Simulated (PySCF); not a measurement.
# C5H5FO: the cost of one run

The runs use PySCF 2.14.0, with density-fitted response routines of our own; the level of theory stands in each step. All values are computed, except where a source is named. Atoms are numbered from 0 throughout.

### Step 1. The molecule as given

12 atoms, charge 0, multiplicity 1; geometry from: GFN2-xTB. The atoms were then displaced at random by about 0.01 Å, so the start is not that level's minimum.

Bonds of the start (Å): O0–C1 1.23, C1–C2 1.48, C2–C3 1.28, C3–C4 1.50, C4–C5 1.53, C5–F6 1.38, C5–C1 1.54, C2–H7 1.09, C3–H8 1.11, C4–H9 1.08, C4–H10 1.11, C5–H11 1.10.

### Step 2. Geometry optimisation at PBE0-D3(BJ)/def2-SVP

The job: settings as JSON, then the geometry in Å.

```
{"job": {"xc": "PBE0", "basis": "def2-SVP", "d3": "d3bj", "grid": 1, "shake": 0.01, "kind": "geom"}, "charge": 0, "multiplicity": 1}
O      2.525300     0.277150    -0.116190
C      1.298950     0.251180    -0.111120
C      0.325560     1.329800    -0.384470
C     -0.874430     0.904450    -0.236920
C     -0.999130    -0.542230     0.149210
C      0.456080    -1.001990     0.185390
F      0.802490    -1.539690     1.412150
H      0.682190     2.329980    -0.639850
H     -1.799890     1.497420    -0.353170
H     -1.614380    -1.106800    -0.529070
H     -1.448760    -0.643770     1.161530
H      0.685710    -1.783780    -0.546520
```

Launch:

```
> OMP_NUM_THREADS=1 python probes_run.py task.json out
```

This one command runs all jobs of the session in turn.

Q: Estimate the wall time and peak memory of this first job on 1 thread of Intel Xeon Platinum 8488C, shared host.

About 70 s, with a peak of 0.53 GiB.
